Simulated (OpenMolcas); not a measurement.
# One shape, several levels: GeHCl3 (SMILES [Cl][GeH]([Cl])[Cl])

Wanted: a comparison of 6 runs (B2PLYP/cc-pVDZ, BLYP/cc-pVDZ, M06-2X/cc-pVDZ, PBE/cc-pVDZ, B3LYP/6-31G*, MP2/cc-pVDZ) of GeHCl3. 

The results are computed with OpenMolcas 26.06.

1 further run of the same task is left out (set aside as unsound or not needed).

**1. Starting point**

The species is GeHCl3 (5 atoms), meant as a singlet with charge 0. As SMILES, `[Cl][GeH]([Cl])[Cl]`. Geometry: relaxed at PBE0-D4/def2-TZVP.

Bond lengths: Cl1–Ge2 2.126 Å, Ge2–Cl3 2.126 Å, Ge2–Cl4 2.126 Å, Ge2–H5 1.525 Å. Angles: Cl1–Ge2–Cl3 108.5°, Cl1–Ge2–Cl4 108.5°, Cl3–Ge2–Cl4 108.5°, Cl1–Ge2–H5 110.4°, Cl3–Ge2–H5 110.5°, Cl4–Ge2–H5 110.5°.

**2. The energy at B2PLYP/cc-pVDZ (run 1)**

coord.xyz

```xyz
5

Cl    -1.177700    -0.012800     1.700700
Ge     0.102400     0.090600     0.006200
Cl     1.117900    -1.767600    -0.185300
Cl    -1.095100     0.385600    -1.725800
H      1.102600     1.230700     0.163000
```

run.inp

```
* Cl3GeH Kohn-Sham DFT

&GATEWAY
  BASLIB = $CurrDir
  COORD = coord.xyz
  BASIS = cc-pVDZ
  GROUP = NoSym

&SEWARD
  GRIDINPUT
  Grid=UltraFine
  End of Grid

&SCF
  KSDFT = B2PLYP_SCF
  THRESHOLDS = 1e-10 1e-07 1e-07 1e-05
  PRORBITALS = 1

&MBPT2
  FROZEN = 24
```

The basis set cc-pVDZ is read from a file made from the Basis Set Exchange's data (not shown).

Launch:

```
$ export MOLCAS_MEM=1860
$ pymolcas run.inp > run.log
```

The program printed:

```text
--- Start Module: gateway ---
[...]
--- Stop Module: gateway /rc=_RC_ALL_IS_WELL_ ---
[...]
      Basis functions           86
[...]
--- Start Module: scf ---
[...]
       Convergence after  11 Iterations
[...]
::    Total KS-DFT energy                           -3457.2908979366
[...]
      Total spin, S                                     0.0000000000
[...]
      Total electronic charge=   84.000000
      Total            charge=   -0.000000
[...]
      Dipole Moment (debye):
      Origin of the operator (angstrom)=   -0.1763   -0.2271   -0.0375
                   X=  1.0784E+00               Y=  1.2293E+00               Z=  1.6884E-01           Total=  1.6439E+00
      Quadrupole Moment (debye*angstrom):
[...]
--- Stop Module: scf /rc=_RC_ALL_IS_WELL_ ---
[...]
--- Start Module: mbpt2 ---
[...]
 ###    WARNING: MP2 implementation intended for RHF references only         ###
 ###############################################################################
MBPT2 WARNING: Reference function according to RunFile:KS-DFT
I'll assume you know what you're doing and continue
WARNING!
Default frozen orbitals as non valence orbitals is overwritten by user input.
Default values:  29
[...]
       Reference weight ( Cref**2 )         =        0.76854
::    Total MBPT2 energy                            -3457.9155288646
[...]
      Total MBPT2 calculations                           0.34      0.40
--- Stop Module: mbpt2 /rc=_RC_ALL_IS_WELL_ ---
[...]
```

Run time: 15 s. Hardware: 1 thread of Intel Xeon 6975P-C (Granite Rapids), shared host; peak memory 0.47 GiB.

**3. Energy and gradient at BLYP/cc-pVDZ (run 2)**

calc.inp

```
* Cl3GeH Kohn-Sham DFT
>>> EXPORT MOLCAS_PRINT=2

&gateway
  baslib=$CurrDir
  coord
  5
  bohr
  Cl    -2.22553046    -0.02418849     3.21385722
  Ge     0.19350796     0.17120919     0.01171630
  Cl     2.11252483    -3.34027990    -0.35016625
  Cl    -2.06943908     0.72867839    -3.26128935
  H      2.08361203     2.32568594     0.30802536
  basis=cc-pVDZ
  group=NoSym

&seward
  gridinput
  Grid=UltraFine
  End of Grid

&scf
  ksdft=BLYP
  thresholds=1e-10 1e-07 1e-07 1e-05
  prorbitals=1 2

&alaska
```

The basis set cc-pVDZ is read from a file made from the Basis Set Exchange's data (not shown).

Launch:

```
$ export MOLCAS_MEM=1860
$ pymolcas calc.inp > calc.log
```

The program printed:

```text
--- Start Module: gateway ---
[...]
--- Stop Module: gateway /rc=_RC_ALL_IS_WELL_ ---
[...]
      Basis functions           86
[...]
--- Start Module: scf ---
[...]
       Convergence after  12 Iterations
[...]
::    Total KS-DFT energy                           -3458.3418959290
[...]
      Total spin, S                                     0.0000000000
[...]
      Total electronic charge=   84.000000
      Total            charge=   -0.000000
[...]
      Dipole Moment (debye):
      Origin of the operator (angstrom)=   -0.1763   -0.2271   -0.0375
                   X=  9.2507E-01               Y=  1.0545E+00               Z=  1.4485E-01           Total=  1.4102E+00
      Quadrupole Moment (debye*angstrom):
[...]
--- Stop Module: scf /rc=_RC_ALL_IS_WELL_ ---
[...]
--- Start Module: alaska ---
[...]
 *              Molecular gradients               *
 **************************************************
  Irreducible representation: a
 ------------------------------------------------------------------------------------------
                              X                       Y                       Z
 ------------------------------------------------------------------------------------------
  CL1               1.27645914302583E-02    4.03086600252456E-04   -1.77734844061206E-02
  GE2              -8.77538377230991E-03   -1.00017806305281E-02   -1.36920840342292E-03
  CL3              -1.11809405272290E-02    1.87004351168127E-02    1.90690856150155E-03
  CL4               1.18860988613143E-02   -3.75158086611549E-03    1.79665781094727E-02
  H5               -4.69436599213502E-03   -5.35016022029922E-03   -7.30793861111634E-04
 ------------------------------------------------------------------------------------------
--- Stop Module: alaska /rc=_RC_ALL_IS_WELL_ ---
[...]
```

Wall time 19 s (1 thread of Intel Xeon 6975P-C (Granite Rapids), shared host); peak memory 0.47 GiB.

Runs 3 to 4 aren't shown in full; the table further down has their settings and results.

**4. Energy and forces at B3LYP/6-31G(d) (Cartesian functions) (run 5)**

calc.inp

```
&GATEWAY
 BasLib
 $CurrDir
 Coord
 5
 angstrom
 Cl      -1.177700      -0.012800       1.700700
 Ge       0.102400       0.090600       0.006200
 Cl       1.117900      -1.767600      -0.185300
 Cl      -1.095100       0.385600      -1.725800
 H        1.102600       1.230700       0.163000
 Basis
 6-31Gs
 Group
 NoSym

&SEWARD
 GridInput
 Grid=UltraFine
 End of Grid

&SCF
 KSDFT
 B3LYP
 Thresholds
 1e-10 1e-07 1e-07 1e-05
 PrOrbitals
 1

&ALASKA
```

The basis set 6-31G* is read from a file made from the Basis Set Exchange's data (not shown).

Launch:

```
$ export MOLCAS_MEM=1860
$ pymolcas calc.inp > calc.log
```

The program printed:

```text
--- Start Module: gateway ---
[...]
--- Stop Module: gateway /rc=_RC_ALL_IS_WELL_ ---
[...]
      Basis functions           94
[...]
--- Start Module: scf ---
[...]
       Convergence after  12 Iterations
[...]
::    Total KS-DFT energy                           -3458.0799424886
[...]
      Total spin, S                                     0.0000000000
[...]
      Total electronic charge=   84.000000
      Total            charge=   -0.000000
[...]
      Dipole Moment (debye):
      Origin of the operator (angstrom)=   -0.1763   -0.2271   -0.0375
                   X=  1.0679E+00               Y=  1.2173E+00               Z=  1.6722E-01           Total=  1.6279E+00
      Quadrupole Moment (debye*angstrom):
[...]
--- Stop Module: scf /rc=_RC_ALL_IS_WELL_ ---
[...]
--- Start Module: alaska ---
[...]
 *              Molecular gradients               *
 **************************************************
  Irreducible representation: a
 ------------------------------------------------------------------------------------------
                              X                       Y                       Z
 ------------------------------------------------------------------------------------------
  CL1               6.79829394374565E-03    6.14770769107320E-05   -9.67973844539927E-03
  GE2              -5.15317457873365E-03   -5.87325495556712E-03   -8.02761420426457E-04
  CL3              -6.21269285893078E-03    9.99775384882895E-03    1.01500090675266E-03
  CL4               6.31507713672619E-03   -2.19558782867857E-03    9.73606588937770E-03
  H5               -1.74750364281007E-03   -1.99038814152885E-03   -2.68566930055836E-04
 ------------------------------------------------------------------------------------------
--- Stop Module: alaska /rc=_RC_ALL_IS_WELL_ ---
[...]
```

Run time: 27 s. Hardware: 1 thread of Intel Xeon 6975P-C (Granite Rapids), shared host; peak memory 0.52 GiB.

**5. A single-point energy at MP2/cc-pVDZ (run 6)**

run.inp

```
* Cl3GeH MP2
>>> EXPORT MOLCAS_PRINT=2

&GATEWAY
  BasLib=$CurrDir
  Coord
  5
  angstrom
  Cl      -1.177700      -0.012800       1.700700
  Ge       0.102400       0.090600       0.006200
  Cl       1.117900      -1.767600      -0.185300
  Cl      -1.095100       0.385600      -1.725800
  H        1.102600       1.230700       0.163000
  Basis=cc-pVDZ
  Group=NoSym

&SEWARD

&SCF
  Thresholds=1e-10 1e-07 1e-07 1e-05
  PrOrbitals=1 1

&MBPT2
  Frozen=24
```

The basis set cc-pVDZ is read from a file made from the Basis Set Exchange's data (not shown).

Launch:

```
$ export MOLCAS_MEM=1860
$ pymolcas run.inp > run.log
```

The program printed:

```text
--- Start Module: gateway ---
[...]
--- Stop Module: gateway /rc=_RC_ALL_IS_WELL_ ---
[...]
      Basis functions           86
[...]
--- Start Module: scf ---
[...]
       Convergence after  12 Iterations
[...]
::    Total SCF energy                              -3454.5608789213
[...]
      Total spin, S                                     0.0000000000
[...]
      Total electronic charge=   84.000000
      Total            charge=   -0.000000
[...]
      Dipole Moment (debye):
      Origin of the operator (angstrom)=   -0.1763   -0.2271   -0.0375
                   X=  1.1688E+00               Y=  1.3323E+00               Z=  1.8298E-01           Total=  1.7817E+00
      Quadrupole Moment (debye*angstrom):
[...]
--- Stop Module: scf /rc=_RC_ALL_IS_WELL_ ---
[...]
--- Start Module: mbpt2 ---
[...]
WARNING!
Default frozen orbitals as non valence orbitals is overwritten by user input.
Default values:  29
[...]
       Reference weight ( Cref**2 )         =        0.83571
::    Total MBPT2 energy                            -3455.0685994798
[...]
      Total MBPT2 calculations                           0.21      0.25
--- Stop Module: mbpt2 /rc=_RC_ALL_IS_WELL_ ---
[...]
```

It took 5.7 s on 1 thread of Intel Xeon 6975P-C (Granite Rapids), shared host; peak memory 0.47 GiB.

**6. Overview of the runs**

```
run                               level      task  frozen core orbitals   energy (Eh)  dipole moment (D) of the reference  HOMO energy (eV)  LUMO energy (eV)  wall time
  1                      B2PLYP/cc-pVDZ    energy                    24  -3457.459548                                1.64            -10.53              0.07       15 s
  2                        BLYP/cc-pVDZ  gradient                     –  -3458.341896                                1.41             -7.60             -2.21       19 s
  3                      M06-2X/cc-pVDZ  gradient                     –  -3458.266577                                1.61            -10.63             -0.03       24 s
  4                         PBE/cc-pVDZ  gradient                     –  -3457.425821                                1.45             -7.84             -2.31       20 s
  5  B3LYP/6-31G* (Cartesian functions)  gradient                     –  -3458.079942                                1.63             -9.03             -1.77       27 s
  6                         MP2/cc-pVDZ    energy                    24  -3455.068599                                1.78            -12.74              2.62      5.7 s
```

**7. Results**

| quantity | value |
| --- | --- |
| run 6: total energy | -3455.06860 Eh |
| run 6: dipole moment (mean-field density) | 1.78 D |
| run 6: HOMO energy (Hartree–Fock orbitals) | -12.74 eV |
| run 6: LUMO energy (Hartree–Fock orbitals) | 2.62 eV |
| run 6: HOMO–LUMO gap (Hartree–Fock orbitals) | 15.36 eV |
| run 6: correlation energy (24 core orbitals frozen) | -507.7 mEh |

In words: Over runs 1, 2, 3, 4, 5 the dipole moment (its size) runs from 1.41 D (BLYP/cc-pVDZ) to 1.64 D (B2PLYP/cc-pVDZ). A double hybrid's value is that of its SCF part. Over runs 1, 2, 3, 4, 5 the HOMO–LUMO gap runs from 5.39 eV (BLYP/cc-pVDZ) to 10.60 eV (M06-2X/cc-pVDZ). For B2PLYP the log adds the whole second-order term; the table takes 0.27 of it, as the functional is defined. Totals of different functionals can't be ranked against each other. All runs together took 1.8 min, the longest 27 s.
